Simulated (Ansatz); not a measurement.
This was printed by a script on the Python package of Ansatz (0.2.0), for a band structure of MnS, space group Fm-3m. What did the script look like? Settings: LDA, norm-conserving potentials, the default cutoff (1306 eV here), 9×9×9 k-points, cold smearing of 0.1 eV, collinear spin.

`mns.xyz`
```text
2
Lattice="0.0 2.6045 2.6045 2.6045 0.0 2.6045 2.6045 2.6045 0.0" Properties=species:S:1:pos:R:3:initial_magmoms:R:1 pbc="T T T"
Mn    0.00000000    0.00000000    0.00000000  4.00
S     2.60450000    2.60450000    2.60450000  0.00
```

`python bands.py` gives:
```text
DeckWarning: basis.ecutwfc = 1306.14654 eV, auto-derived from the records' recommended cutoffs: set by Mn (normal level)
  iteration   1  Harris-Foulkes -3263.28270 eV  residual 1.14e+01
  iteration   2  Harris-Foulkes -3262.47240 eV  residual 4.49e+00
  iteration   3  Harris-Foulkes -3261.97003 eV  residual 2.44e-01
  iteration   4  Harris-Foulkes -3262.01843 eV  residual 7.18e-02
  iteration   5  Harris-Foulkes -3262.03694 eV  residual 6.41e-02
  iteration   6  Harris-Foulkes -3262.02773 eV  residual 2.12e-02
  iteration   7  Harris-Foulkes -3262.02649 eV  residual 1.63e-02
  iteration   8  Harris-Foulkes -3262.02129 eV  residual 1.60e-03
  iteration   9  Harris-Foulkes -3262.02187 eV  residual 7.82e-04
  iteration  10  Harris-Foulkes -3262.02173 eV  residual 3.34e-04
  iteration  11  Harris-Foulkes -3262.02170 eV  residual 5.97e-05
  iteration  12  Harris-Foulkes -3262.02170 eV  residual 1.20e-05
  iteration  13  Harris-Foulkes -3262.02170 eV  residual 8.91e-06
  iteration  14  Harris-Foulkes -3262.02170 eV  residual 1.29e-06
  iteration  15  Harris-Foulkes -3262.02170 eV  residual 1.29e-06
MnS: -3262.021700 eV = -239.754175 Ry = -119.877087 Ha
Fermi level 9.9782 eV, 35 k-points, 48 symmetry operations
doubts on the final state: ['stability_check_not_made']
warnings: ['stability_check_not_made']
zero of the bands: 9.978 eV, the Fermi level found on the SCF mesh
channel 0: bands that cross the Fermi level on this path: [12, 13]
  0.375   0.375   0.750     -2.086   -1.301
  0.281   0.281   0.562     -2.065    0.050
  0.188   0.188   0.375     -1.785    0.261
  0.094   0.094   0.188     -1.749   -0.881
  0.000   0.000   0.000     -1.833   -1.833
  0.125   0.125   0.125     -1.314   -1.314
  0.250   0.250   0.250     -0.483   -0.483
  0.375   0.375   0.375      0.210    0.210
  0.500   0.500   0.500      0.501    0.501
  0.500   0.438   0.562     -0.171    0.204
  0.500   0.375   0.625     -1.153   -0.583
  0.500   0.313   0.688     -1.898   -1.485
  0.500   0.250   0.750     -2.284   -1.939
  0.500   0.188   0.688     -2.305   -1.955
  0.500   0.125   0.625     -2.385   -2.006
  0.500   0.063   0.562     -2.538   -2.073
  0.500   0.000   0.500     -2.550   -2.100
channel 1: bands that cross the Fermi level on this path: [9]
  0.375   0.375   0.750      0.126
  0.281   0.281   0.562      0.938
  0.188   0.188   0.375      0.578
  0.094   0.094   0.188      0.268
  0.000   0.000   0.000      0.146
  0.125   0.125   0.125      0.279
  0.250   0.250   0.250      0.586
  0.375   0.375   0.375      0.939
  0.500   0.500   0.500      1.103
  0.500   0.438   0.562      1.009
  0.500   0.375   0.625      0.879
  0.500   0.313   0.688      0.797
  0.500   0.250   0.750      0.847
  0.500   0.188   0.688      0.407
  0.500   0.125   0.625     -0.148
  0.500   0.063   0.562     -0.683
  0.500   0.000   0.500     -0.934
```
(Warnings from the package without file and line.)

The script that was run (others could print the same):

`bands.py`:
```python
'''Bands of MnS along a path through the zone.'''

import ansatz as az
import numpy as np


def main() -> None:
    structure = az.Crystal.from_extxyz('mns.xyz')

    # vertices of the path, as fractions of the reciprocal vectors
    path = [
        ('K', (0.375, 0.375, 0.75)),
        ('G', (0.0, 0.0, 0.0)),
        ('L', (0.5, 0.5, 0.5)),
        ('W', (0.5, 0.25, 0.75)),
        ('X', (0.5, 0.0, 0.5)),
    ]
    base = (
        structure.calculation()
        .functional('LDA')
        .pseudopotentials('nc')
        .kpoints(density=4.3)
        .occupations('Marzari-Vanderbilt')
        .spin('collinear')
        .mixing('anderson', beta=0.1)
        .scf(tolerance=1e-05, lower_state_search='light')
        .band_structure([point for _, point in path], intervals=4)
        .scf(extra_bands=6)
    )
    def show(event):
        row = event['data']
        if event['event'] == 'scf_iter' and row.get('harris_foulkes_ev') is not None:
            print(f'  iteration {row["iter"]:3d}  Harris-Foulkes {row["harris_foulkes_ev"]:.5f} eV  residual {row["dr2_ev"]:.2e}')


    done = base.session().plan().execute(on_event=show)
    report = done.report

    energy = report['free_energy_ev']
    print('MnS: {:.6f} eV = {:.6f} Ry = {:.6f} Ha'.format(energy, energy / 13.605693, energy / 27.211386))
    print('Fermi level {:.4f} eV, {} k-points, {} symmetry operations'.format(report['fermi_energy_ev'], report['n_kpoints'], report['n_symmetry_ops']))

    print('doubts on the final state:', report['published_state_doubts'] or 'none')
    print('warnings:', sorted({n['data']['kind'] for n in done.notices if n['data'].get('severity') in ('warning', 'doubt')}) or 'none')

    bands = done.band_structure()
    fermi = bands.fermi_energy_ev
    print(f'zero of the bands: {fermi:.3f} eV, the Fermi level found on the SCF mesh')
    for spin, channel in enumerate(bands.channels):
        levels = channel.eigenvalues_ev - fermi
        crossing = [b for b in range(levels.shape[1]) if levels[:, b].min() < 0 < levels[:, b].max()]
        print(f'channel {spin}: bands that cross the Fermi level on this path:', [b + 1 for b in crossing] or 'none')
        shown = crossing or sorted(np.argsort(np.abs(levels).min(axis=0))[:2])
        for k, row in zip(bands.kpoints_frac, levels[:, shown]):
            print(f'{k[0]:7.3f} {k[1]:7.3f} {k[2]:7.3f}  ', ' '.join(f'{e:8.3f}' for e in row))


if __name__ == '__main__':
    main()
```

Reading the output:
- The settings weren't tested for convergence.
- For a metal this k-point mesh is coarse: on a finer one energies can move by several to tens of meV an atom and pressures by half a GPa or more, differences at one mesh by less.
- An absolute Fermi energy rests on an arbitrary zero of the periodic potential and has no direct meaning.
- With one magnetic atom the cell can hold only ferromagnetic order.
- Of the deposited cell: the entry's cell lengths or inner coordinates differ somewhat from later room-temperature determinations.
- Without a Hubbard U or exact exchange, semilocal functionals often make such 3d compounds metallic or too weakly gapped.
- The starting cell is as deposited in a crystallographic database; the results hold for this polymorph, which needn't be the stable one.
- Levels are Kohn-Sham eigenvalues on this mesh.
- Timing: 16 s on 1 thread of Arm Neoverse V2, on a shared host, peak memory 0.5 GiB.

(Lines on the test bed's own set-up are left out of the output.)
